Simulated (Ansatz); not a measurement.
# BH₅Se, SMILES [BH3-][SeH2+]: a rigid torsion scan

Computed with Ansatz's Python interface.

Run as a notebook:

**Cell 1**
```python
import ansatz as az
from ase import Atoms
```

**Cell 2**
```python
atoms = Atoms(["B", "Se", "H", "H", "H", "H", "H"], positions=[
    [-0.5114, -0.3552, -0.4278],
    [1.0436, 0.8423, -0.0261],
    [-0.9321, -0.8911, 0.5288],
    [-0.2003, -1.0858, -1.2911],
    [-1.4522, 0.3702, -0.8391],
    [0.3802, 1.3612, 1.2641],
    [1.7335, -0.3095, 0.7454],
])
```

**Cell 3**
```python
# start the scan from a relaxed geometry
first = (
    az.Crystal.molecule_from_ase(atoms).calculation()
    .basis(gaussian="def2-SVP")
    .functional("R2SCAN0")
    .relax(force_tolerance=0.02, max_steps=80)
)
atoms.positions = first.run().report["positions_ang"]
```

**Cell 4**
```python
start = atoms.get_dihedral(2, 0, 1, 5)
energies = {}
for turn in range(0, 360, 30):
    turned = atoms.copy()
    turned.set_dihedral(2, 0, 1, 5, start + turn, indices=[1, 5, 6])
    base = (
        az.Crystal.molecule_from_ase(turned).calculation()
        .basis(gaussian="def2-SVP")
        .functional("R2SCAN0")
    )
    energies[round((start + turn) % 360)] = base.run().report["free_energy_ev"]
floor = min(energies.values())
print("dihedral H2-B0-Se1-H5 (deg)   E - E(min) (kcal/mol)")
for angle, e in sorted(energies.items()):
    print(f"{angle:8d} {23.060548 * (e - floor):14.3f}  " + "#" * int(30 * (e - floor) / max(max(energies.values()) - floor, 1e-9)))
```
Output:
```text
dihedral H2-B0-Se1-H5 (deg)   E - E(min) (kcal/mol)
      13          2.070  #########################
      43          1.571  ###################
      73          0.857  ##########
     103          1.657  ####################
     133          2.472  ##############################
     163          1.653  ####################
     193          0.858  ##########
     223          1.576  ###################
     253          2.069  #########################
     283          0.918  ###########
     313          0.000
     343          0.924  ###########
```

The settings weren't tested for convergence. The scan is rigid and the energies are electronic, in a modest basis. With rigid groups the curve can differ much from the relaxed path, the start wasn't checked as a minimum of this torsion, and equivalent turns needn't return to the same energy. It ran for 60 s on 1 thread of Arm Neoverse V1, with other jobs on the host, peak memory 0.22 GiB.
